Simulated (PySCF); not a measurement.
**[PmH4]−: other functionals and bases at one geometry**

An exercise on one series of results from a longer session: the logs are not shown, and one member is left open.

Computed with PySCF 2.14.0. Level: several levels, as the steps say, no spin–orbit coupling.

1 further run of the same task is left out (for a known fault of the program).

## The starting structure

5 atoms, charge -1, spin multiplicity 1.

Bond lengths: Pm1–H2 2.152 Å, Pm1–H3 2.152 Å, Pm1–H4 2.152 Å, Pm1–H5 2.152 Å. Angles: H2–Pm1–H3 109.5°, H2–Pm1–H4 109.5°, H2–Pm1–H5 109.5°, H3–Pm1–H4 109.5°, H3–Pm1–H5 109.5°, H4–Pm1–H5 109.5°.

As a file:

```xyz
5
charge -1, multiplicity 1
Pm    0.0000    0.0000    0.0000
H     1.2426    1.2426    1.2426
H    -1.2426   -1.2426    1.2426
H     1.2426   -1.2426   -1.2426
H    -1.2426    1.2426   -1.2426
```

Formal oxidation states: Pm +3. Each metal's 4 4f electrons lie in its core potential, so multiplicities, spins and levels count the valence alone. An earlier session relaxed this geometry at PBE0, Pm lcecp-1-SVP with ECP50, H def2-SVP (singlet, point group Td).

At PBE0 on the finer grid: E = -36.448405 Eh, HOMO -2.08 eV, LUMO 3.78 eV, Mulliken charge on Pm1 +0.27 e, largest force component 0.002 eV/Å. 

Levels to run: TPSSh; wB97X; PBE0, TZVP. Hardware: 2 threads of Arm Neoverse V1, shared host.

The first run:

run.py (the lines that set the calculation) reads:

```python
mol = gto.M(atom='''
Pm     0.00000     0.00000     0.00000
H      1.24259     1.24259     1.24259
H     -1.24259    -1.24259     1.24259
H      1.24259    -1.24259    -1.24259
H     -1.24259     1.24259    -1.24259''',
    basis={'Pm': 'lcecp-1-SVP', 'H': 'def2-SVP'},
    ecp={'Pm': 'lcecp-1-SVP'},
    charge=-1, spin=0)
mf = dft.RKS(mol, xc='TPSSH')
mf.grids.atom_grid = (75, 302)  # f atoms: unpruned, at least (60, 302)
mf = mf.density_fit()  # fitting sets: Pm AutoAux, H def2-universal-JKFIT
mf.conv_tol = 1e-08; mf.max_cycle = 55
mf.kernel(dm0)  # dm0: the density of the relaxed state
```

Launch:

```bash
OMP_NUM_THREADS=2 python run.py
```

Steps of the session up to this table: TPSSh; wB97X; PBE0, TZVP.

One of the session's tables, all rows but one given; the rest of the session is left out.

| level | HOMO (eV) | gap (eV) | charge on Pm1 (e) | largest force component (eV/Å) |
| --- | --- | --- | --- | --- |
| PBE0 (relaxed here) | -2.08 | 5.86 | 0.27 | 0.00 |
| TPSSh | -1.56 | 5.06 | 0.44 | 0.02 |
| wB97X | ? | ? | ? | ? |
| PBE0, TZVP | -2.14 | 5.88 | 0.58 | 0.00 |

Estimate the missing values for wB97X.

The run gave: HOMO (eV): -4.56; gap (eV): 10.05; charge on Pm1 (e): 0.23; largest force component (eV/Å): 0.06. In the column «HOMO (eV)» it is the lowest.

In one basis the HOMO–LUMO gap runs from 5.06 eV (TPSSh) to 10.05 eV (wB97X). The largest leftover force, 0.06 eV/Å with wB97X, stands at a geometry relaxed at another level. With 4f in the core, its levels are missing from HOMO and gap, and its count is fixed, so no charge can pass from the ligands into it. Total energies of different levels can't be compared.
